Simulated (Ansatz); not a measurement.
**NiPt2: a trial structure relaxed**

Where does this trial cell of NiPt2 go when cell and atoms are let free?

Program: Ansatz 0.2.0. Level of theory: DFT PBE, scalar-relativistic, plane waves, PAW. These are calculated values, not measurements.

1 further run of the same task is left out (set aside as unsound or not needed).

## 1. The structure to begin with

It takes space group P-3m1 (No. 164, trigonal). The conventional cell has a = 2.748 Å, b = 2.748 Å, c = 6.576 Å, α = 90.00°, β = 90.00°, γ = 120.00°. Around Ni (site symmetry -3m) lie 6 Pt at 2.62 Å and 6 Ni at 2.75 Å. Around Pt (site symmetry 3m) lie 3 Ni at 2.62 Å and 9 Pt at 2.75 to 2.89 Å.

As a file:

```
Ni Pt
1.0
     2.74785    0.00000    0.00000
    -1.37392    2.37971    0.00000
     0.00000    0.00000    6.57643
Ni Pt
1 2
Direct
  0.00000 0.00000 0.00000
  0.66667 0.33333 0.31610
  0.33333 0.66667 0.68390
```

The start is the relaxed end of an invented cell (made as: elements ordered on the sites of the V type, Ni/Pt on V (P-3m1, No. 164)), taken up again for a closer look.

## 2. A first look at the guess

input.yaml

```yaml
crystal:
  lattice:
    - [2.7478487, 0.0, 0.0]
    - [-1.3739243, 2.3797068, 0.0]
    - [0.0, 0.0, 6.5764305]
  atoms:
    - { symbol: Ni, position: [0.0, 0.0, 0.0], spin: 1.0 }
    - { symbol: Pt, position: [0.6666667, 0.3333333, 0.316104], spin: 0.33 }
    - { symbol: Pt, position: [0.3333333, 0.6666667, 0.683896], spin: 0.33 }
basis:
  ecutwfc: 420
kpoints:
  mp_grid: { grid: [6, 6, 4] }
hamiltonian:
  xc: pbe
scf:
  occupations: { method: gaussian, width: 0.1 }
  lower_state_search: "off"
output:
  forces: true
  stress: true
  eigenvalues: true
  populations: true
magnetization:
  spin_polarized: true
```

Run with:

```bash
$ ansatz run input.yaml --threads 1 --pin off --max-ram 3072MiB --backend cpu --events-out ev --progress --plain --runs-dir out
```

The log of the run (excerpt; [...] marks lines left out):

```text
Warning: RAYON_NUM_THREADS=1 ignored (pool sized by the plan → 1); use --threads N
[...]
Pseudopotentials: kind: paw
Pseudopotential: Ni, paw, valence charge 18, recommended cutoff 420 eV (normal), Ni.paw.azcp
Pseudopotential: Pt, paw, valence charge 18, recommended cutoff 420 eV (normal), Pt.paw.azcp
Functional definition: PBE
[...]
Crystal: 3 atoms, lattice volume = 43.004 Å³
Basis set: ecut = 420 eV, 843 PW (Γ), exchange–correlation on 40×40×90 points (8 copies of the dense FFT grid, shifted against one another)
Bands: 34, of which v1, the nominal top of the filled ones, is band 27 counted from 1 (26 counted from 0)
Symmetry: 12 space group operations
Space group: P-3m1 (ITA 164), of the structure as read, at distance tolerance 3.5e-5 Å
Magnetic group: BNS 164.85 (UNI 1315), of the structure as read, at distance tolerance 3.5e-5 Å
k-points: 24 of 144
[...]
Starting moments: Σ|m| = 1.66 μB on 3 of 3 sites
[...]
SCF iter   1: F=—  HF=-30890.563047 eV  |F-HF|=—  |Δ(HF+E_count)|=         —  Δρ=1.85e-1 (↑9.26e-2 ↓1.85e-1)  dr2=4.86e1  dr2_m=1.48e0  M=0.536 μB ∫|m|=0.557 μB  β_m=0.30  ethr=3.10e-3  ⟨swp⟩=5.4  Hψ=5634  notcnv=0  defer=6
[...]
spin=Collinear: Kerker preconditioning applied to the charge; magnetization (m = ρ↑ − ρ↓) channel mixes plain (no charge-response kernel on spin).
[...]
spin-set hold released at iteration 15 (site moments' squared step at or under half its running peak, from the soft ceiling on): the magnetisation degrees of freedom join the quasi-Newton model from the next iteration; the mixer history was flushed
[...]
SCF iter  24: F=-30886.034448 eV  HF=-30886.034448 eV  |F-HF|=9.34e-9  |Δ(HF+E_count)|=   2.46e-8  Δρ=3.56e-6 (↑1.27e-6 ↓3.56e-6)  dr2=9.08e-9  dr2_m=5.73e-10  M=1.360 μB ∫|m|=1.474 μB  ethr=1.85e-10  ⟨swp⟩=2.0  Hψ=4862  notcnv=0
[...]
SCF converged after 24 iterations
Magnetization: 1.3604 μB (27.6802 up, 26.3198 down)
Absolute magnetization: 1.4748 μB (∫|ρ↑−ρ↓|, with the PAW one-centre terms)
Spin contamination: 0.0182 ħ² per cell (⟨S²⟩ above its minimum at these occupations)
Per-site moments (μB) at R_I (Å): [(0.9099930348782255, 1.0787052387050888), (0.2463195595832505, 1.0787052387050888), (0.24631955958325058, 1.0787052387050888)]
Free energy (F): -30886.034448 eV
[...]
E sigma→0 (E₀):  -30886.026912 eV
Entropy (-TS):   -0.015071 eV (-5.024 meV/atom)
Fermi energy:    20.712804 eV
[...]
--- Forces (eV/Å), atoms counted from 1 ---
  atom   1  Ni     0.00000000    -0.00000000     0.00000000
  atom   2  Pt    -0.00000000    -0.00000000     0.02283539
  atom   3  Pt     0.00000000     0.00000000    -0.02283539
[...]
--- Stress (GPa, compression-positive) ---
       -1.078606       0.000000      -0.000000
        0.000000      -1.078606      -0.000000
       -0.000000      -0.000000      -0.626342
  P = ⅓ Tr σ = -0.9279 GPa (-9.279 kbar)
--- Band table (eV; the first three rows and the last of 48) ---
[...]
--- Löwdin populations: 3 sites ---
  site symbol       q [e]    m [muB]
     0     Ni     17.5912     0.8822
     1     Pt     17.9497     0.2594
     2     Pt     17.9497     0.2594
  spilling = 0.009435 (of n_electrons = 54.000000)
```

Wall time 8.7 s (1 thread of Arm Neoverse V2, shared host); peak memory 0.33 GiB.

By site:

| atom | moment in the atom's sphere (μB) | Löwdin electrons |
| --- | --- | --- |
| Ni1 | 0.91 | 17.59 |
| Pt2 | 0.25 | 17.95 |
| Pt3 | 0.25 | 17.95 |

The Löwdin counts miss 0.51 of the 54 electrons, which the atomic orbitals do not span, so they are no charges.

From the probe: pressure -0.9 GPa, largest force 0.02 eV/Å, gap on this mesh none (metal). The relaxation goes to the converged mesh at once.

## 3. Full relaxation

input.yaml

```yaml
crystal:
  lattice:
    - [2.7478487, 0.0, 0.0]
    - [-1.3739243, 2.3797068, 0.0]
    - [0.0, 0.0, 6.5764305]
  atoms:
    - { symbol: Ni, position: [0.0, 0.0, 0.0], spin: 1.0 }
    - { symbol: Pt, position: [0.6666667, 0.3333333, 0.316104], spin: 0.27 }
    - { symbol: Pt, position: [0.3333333, 0.6666667, 0.683896], spin: 0.27 }
basis:
  ecutwfc: 420
kpoints:
  mp_grid: { grid: [18, 18, 8] }
hamiltonian:
  xc: pbe
scf:
  occupations: { method: gaussian, width: 0.1 }
output:
  forces: true
  stress: true
  eigenvalues: true
  populations: true
  write_density: true
  write_potential: true
  elf: true
  volumetric_format: npy
magnetization:
  spin_polarized: true
relax:
  adjacent_minimum: "off"
  f_tol: 0.01
  max_steps: 80
  cell: { stress_tol: 0.05 }
```

Run with:

```bash
$ ansatz run input.yaml --threads 1 --pin off --max-ram 3072MiB --backend cpu --events-out ev --progress --plain --runs-dir out
```

The log of the run (excerpt; [...] marks lines left out):

```text
Warning: RAYON_NUM_THREADS=1 ignored (pool sized by the plan → 1); use --threads N
[...]
Pseudopotentials: kind: paw
Pseudopotential: Ni, paw, valence charge 18, recommended cutoff 420 eV (normal), Ni.paw.azcp
Pseudopotential: Pt, paw, valence charge 18, recommended cutoff 420 eV (normal), Pt.paw.azcp
Functional definition: PBE
[...]
Crystal: 3 atoms, lattice volume = 43.004 Å³
Basis set: ecut = 420 eV, 843 PW (Γ), exchange–correlation on 40×40×90 points (8 copies of the dense FFT grid, shifted against one another)
Bands: 34, of which v1, the nominal top of the filled ones, is band 27 counted from 1 (26 counted from 0)
Symmetry: 12 space group operations
Space group: P-3m1 (ITA 164), of the structure as read, at distance tolerance 3.5e-5 Å
Magnetic group: BNS 164.85 (UNI 1315), of the structure as read, at distance tolerance 3.5e-5 Å
k-points: 266 of 2592
[...]
Starting moments: Σ|m| = 1.54 μB on 3 of 3 sites
[...]
        0.012139       0.000000      -0.000000
        0.000000       0.012139      -0.000000
       -0.000000      -0.000000      -0.019202
  P = ⅓ Tr σ = 0.0017 GPa (0.017 kbar)
--- Band table (eV; the first three rows and the last of 532) ---
[...]
--- Relaxed structure (1 steps of the walk, 1 accepted, 1 SCFs on fresh bases) ---
  F+E_penalty+E_count = -30885.90911777 eV   max|allowed force component| = 1.652e-3 eV/Å   (the final SCF, on the basis selected at the relaxed cell)
  cell:  # Å, volume = 43.0038 Å³
    - [2.747848711572383, -2.886751340958391e-8, 0.0]
    - [-1.3739243307861917, 2.3797068044117795, 0.0]
    - [0.0, 0.0, 6.5764305]
  atoms:
    - { symbol: Ni, position: [0.0, 0.0, 0.0] }
    - { symbol: Pt, position: [0.6666666666666665, 0.3333333333333333, 0.316104] }
    - { symbol: Pt, position: [0.33333333333333326, 0.6666666666666666, 0.6838960000000001] }
--- Löwdin populations: 3 sites ---
  site symbol       q [e]    m [muB]
     0     Ni     17.6023     0.8811
     1     Pt     17.9463     0.3119
     2     Pt     17.9463     0.3119
  spilling = 0.009353 (of n_electrons = 54.000000)
```

Run time: 1.8 min. Hardware: 1 thread of Arm Neoverse V2, shared host; peak memory 0.78 GiB.

Relaxation path:

```
step  E - E(step 1) (eV/cell)  largest force component (eV/Å)  pressure (GPa)  volume (Å³)
   1                   0.0000                          0.0016            0.00        43.00
   2                   0.0000                          0.0017            0.00        43.00
```

Step 1 is the start. Step 2 repeats the geometry before it on a plane-wave basis chosen anew for that cell, so its energy need not be comparable with the rows above.

|  | before | after | change |
| --- | --- | --- | --- |
| a (Å) | 2.748 | 2.748 | 0.0 % |
| b (Å) | 2.748 | 2.748 | 0.0 % |
| c (Å) | 6.576 | 6.576 | 0.0 % |
| volume (Å³/atom) | 14.33 | 14.33 | 0.0 % |
| shortest distance (Å) | 2.615 | 2.615 | 0.0 % |
| space group (0.01 Å) | P-3m1 | P-3m1 | same |

Forces and stress were held to the start's 12 operations: a distortion of lower symmetry was not tested.

By site:

| atom | moment in the atom's sphere (μB) | Löwdin electrons |
| --- | --- | --- |
| Ni1 | 0.91 | 17.60 |
| Pt2 | 0.30 | 17.95 |
| Pt3 | 0.30 | 17.95 |

The Löwdin counts miss 0.51 of the 54 electrons, which the atomic orbitals do not span, so they are no charges.

Density in a lattice plane of the grid's cell (edges 2.75 and 6.58 Å, at 0.000 of the third edge), which holds Ni.

Ten even steps from ' ' (0.13 e/Å³) to '@' (60.69 e/Å³):
```
==::              ::
                    
                    
                    
                    
                    
                    
                    
                    
                    
                    
                    
                    
                    
                    
                    
                    
                    
==::              ::
@@++..          ..++
```
Columns run along the first of these edges and rows up along the second, over one cell in 10 and 20 even steps from the bottom left corner. Atoms in the plane (fractional): Ni at (0.00, 0.00).

ELF in the same plane.

Ten even steps from ' ' (0.12) to '@' (0.73):
```
**==::    ..    ::==
::..    ..::..    ..
    ..::::::::::..  
..::::::::--::::::::
::::::::--==--::::::
::::::--==++==--::::
::::::--======--::::
......::------::....
    ....::::::....  
      ..........    
    ....::::::....  
......::------::....
::::::--======--::::
::::::--==++==--::::
::::::::--==--::::::
..::::::::--::::::::
    ..::::::::::..  
::..    ..::..    ..
**==::    ..    ::==
@@##--..  ..  ..--##
```
Columns run along the first of these edges and rows up along the second, over one cell in 10 and 20 even steps from the bottom left corner. Atoms in the plane (fractional): Ni at (0.00, 0.00).

Both are smooth fields of the valence electrons: close to the nuclei they are not physical.

Spin density (up less down) in a lattice plane of the grid's cell (edges 2.75 and 6.58 Å, at 0.000 of the third edge), which holds Ni.

Ten even steps from ' ' (-0.01 e/Å³) to '@' (3.76 e/Å³):
```
--::              ::
                    
                    
                    
                    
                    
                    
                    
                    
                    
                    
                    
                    
                    
                    
                    
                    
                    
--::              ::
@@==              ==
```
Columns run along the first of these edges and rows up along the second, over one cell in 10 and 20 even steps from the bottom left corner. Atoms in the plane (fractional): Ni at (0.00, 0.00).

## 4. Results

| quantity | value |
| --- | --- |
| symmetry at the end (tolerance 0.05 Å) | space group P-3m1 (No. 164) |
| conventional cell | a = 2.748 Å, b = 2.748 Å, c = 6.576 Å, α = 90.00°, β = 90.00°, γ = 120.00° |
| volume | 14.33 Å³/atom |
| energy over the elements | -0.05 eV/atom |
| gap on the mesh | none (metal) |
| total moment | 1.46 μB/cell |

The space group P-3m1 (No. 164) is kept, at nearly the size of the first guess. The formation energy of this structure is too near zero to say whether it is bound against the elements. No finished test with a distortion of lower symmetry is shown, so the end may be a saddle point. Spin-orbit coupling is left out for Pt. Other magnetic orders were not searched.
